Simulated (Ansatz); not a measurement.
## Molecular dynamics of WC

Input file:

```yaml
accuracy: low
crystal:
  lattice:
    - [-2.987986, -5.175344, 0.0]
    - [4.48198, -2.587672, 0.0]
    - [0.0, 0.0, 5.847062]
  atoms:
    - { symbol: W, position: [0.75, 0.5, 0.0] }
    - { symbol: C, position: [0.5, 0.6666667, 0.25] }
    - { symbol: W, position: [0.75, 0.5, 0.5] }
    - { symbol: C, position: [0.5, 0.6666667, 0.75] }
    - { symbol: W, position: [0.5, 0.0, 0.0] }
    - { symbol: C, position: [0.25, 0.1666667, 0.25] }
    - { symbol: W, position: [0.5, 0.0, 0.5] }
    - { symbol: C, position: [0.25, 0.1666667, 0.75] }
    - { symbol: W, position: [0.25, 0.5, 0.0] }
    - { symbol: C, position: [0.0, 0.6666667, 0.25] }
    - { symbol: W, position: [0.25, 0.5, 0.5] }
    - { symbol: C, position: [0.0, 0.6666667, 0.75] }
    - { symbol: W, position: [0.0, 0.0, 0.0] }
    - { symbol: C, position: [0.75, 0.1666667, 0.25] }
    - { symbol: W, position: [0.0, 0.0, 0.5] }
    - { symbol: C, position: [0.75, 0.1666667, 0.75] }
basis:
  ecutwfc: 420.0
kpoints:
  mp_grid: { grid: [3, 3, 3] }
hamiltonian:
  xc: pbe
  pseudopotentials: { kind: paw, azcp: { folder: soft_1 } }
scf:
  occupations: { method: fermi_dirac, width: 0.17 }
  lower_state_search: "off"
md:
  timestep: 1
  n_steps: 390
  ensemble: nvt_langevin
  temperature: 300.0
  initial_velocities: maxwell_boltzmann
  seed: 116318
  friction: 0.02
  temperature_schedule: [{ n_steps: 390, end_temperature: 2000.0 }]
```

Command:

```bash
$ ansatz run input.yaml --threads 2 --pin off --max-ram 5120MiB --backend cpu --events-out ev --progress --plain --runs-dir out
```

It starts from a structure without forces on its atoms.

Output, in part (step lines):

```
md step     0: t =     0.00 fs  T =   281.3 K (target 300.0 K)  F+E_penalty+E_count = -85096.36387290 eV  E_kin = 0.581670 eV  (9 SCF iters)
md step     1: t =     1.00 fs  T =   274.4 K (target 302.2 K)  F+E_penalty+E_count = -85096.35998936 eV  E_kin = 0.567554 eV  (6 SCF iters)
md step     2: t =     2.00 fs  T =   258.5 K (target 306.5 K)  F+E_penalty+E_count = -85096.34845958 eV  E_kin = 0.534558 eV  (6 SCF iters)
md step     3: t =     3.00 fs  T =   276.9 K (target 310.9 K)  F+E_penalty+E_count = -85096.32929860 eV  E_kin = 0.572607 eV  (6 SCF iters)
md step     4: t =     4.00 fs  T =   263.1 K (target 315.3 K)  F+E_penalty+E_count = -85096.30294795 eV  E_kin = 0.544148 eV  (6 SCF iters)
md step     5: t =     5.00 fs  T =   254.4 K (target 319.6 K)  F+E_penalty+E_count = -85096.27031467 eV  E_kin = 0.526081 eV  (4 SCF iters)
md step     6: t =     6.00 fs  T =   250.0 K (target 324.0 K)  F+E_penalty+E_count = -85096.23353867 eV  E_kin = 0.516952 eV  (4 SCF iters)
md step     7: t =     7.00 fs  T =   278.5 K (target 328.3 K)  F+E_penalty+E_count = -85096.19426102 eV  E_kin = 0.575937 eV  (5 SCF iters)
[... lines left out ...]
md step   389: t =   389.00 fs  T =  1803.2 K (target 1993.5 K)  F+E_penalty+E_count = -85093.10561594 eV  E_kin = 3.729324 eV  (5 SCF iters)
md step   390: t =   390.00 fs  T =  1822.3 K (target 1997.8 K)  F+E_penalty+E_count = -85093.04067177 eV  E_kin = 3.768788 eV  (6 SCF iters)
```

The steps, from the saved trajectory:

| time (fs) | T (K) | potential energy less start (eV) |
| --- | --- | --- |
| 0.0 | 281 | 0.000 |
| 13.0 | 191 | 0.378 |
| 26.0 | 220 | 0.409 |
| 39.0 | 327 | 0.643 |
| 52.0 | 349 | 0.741 |
| 65.0 | 402 | 0.959 |
| 78.0 | 363 | 1.214 |
| 91.0 | 449 | 1.144 |
| 104.0 | 378 | 1.335 |
| 117.0 | 744 | 1.034 |
| 130.0 | 740 | 1.122 |
| 143.0 | 652 | 1.343 |
| 156.0 | 802 | 1.250 |
| 169.0 | 821 | 1.335 |
| 182.0 | 869 | 1.867 |
| 195.0 | 783 | 1.666 |
| 208.0 | 887 | 1.717 |
| 221.0 | 816 | 1.786 |
| 234.0 | 1008 | 1.796 |
| 247.0 | 1037 | 1.827 |
| 260.0 | 1181 | 2.082 |
| 273.0 | 1118 | 2.035 |
| 286.0 | 1374 | 2.316 |
| 299.0 | 1420 | 2.953 |
| 312.0 | 1174 | 3.017 |
| 325.0 | 1535 | 2.609 |
| 338.0 | 1557 | 3.781 |
| 351.0 | 2198 | 2.883 |
| 364.0 | 1848 | 3.807 |
| 377.0 | 1577 | 3.468 |
| 390.0 | 1822 | 3.323 |

The run went to its last step. The schedule's set-point averaged 1575 K over the second half and the system 1376 K. A run of 0.39 ps of so small a system gives no equilibrium averages. Limits of this set-up: coarse k mesh, low accuracy level.

Mean squared displacements from the first frame to the last, about the centre of mass: W 0.03 Å², C 0.03 Å².

Last frame:

```xyz
16
Lattice="-2.9880 -5.1753 0.0000 4.4820 -2.5877 0.0000 0.0000 0.0000 5.8471" Properties=species:S:1:pos:R:3
W -0.049 -4.866 -0.194
C 1.588 -3.846 1.344
W 0.229 -4.728 2.773
C 1.702 -3.947 4.416
W -1.499 -2.189 0.033
C 0.054 -1.423 1.357
W -1.448 -2.285 2.830
C 0.114 -1.411 4.265
W 1.601 -2.141 0.040
C 3.143 -1.380 1.470
W 1.690 -2.113 2.920
C 2.914 -1.271 4.407
W -0.028 0.183 -0.120
C -1.502 -3.895 1.111
W 0.126 0.231 2.829
C -1.484 -3.968 4.158
```

Run time: 32 min on 2 threads of Intel(R) Xeon(R) Platinum 8559C (Emerald Rapids) (shared host), peak memory 0.82 GiB.
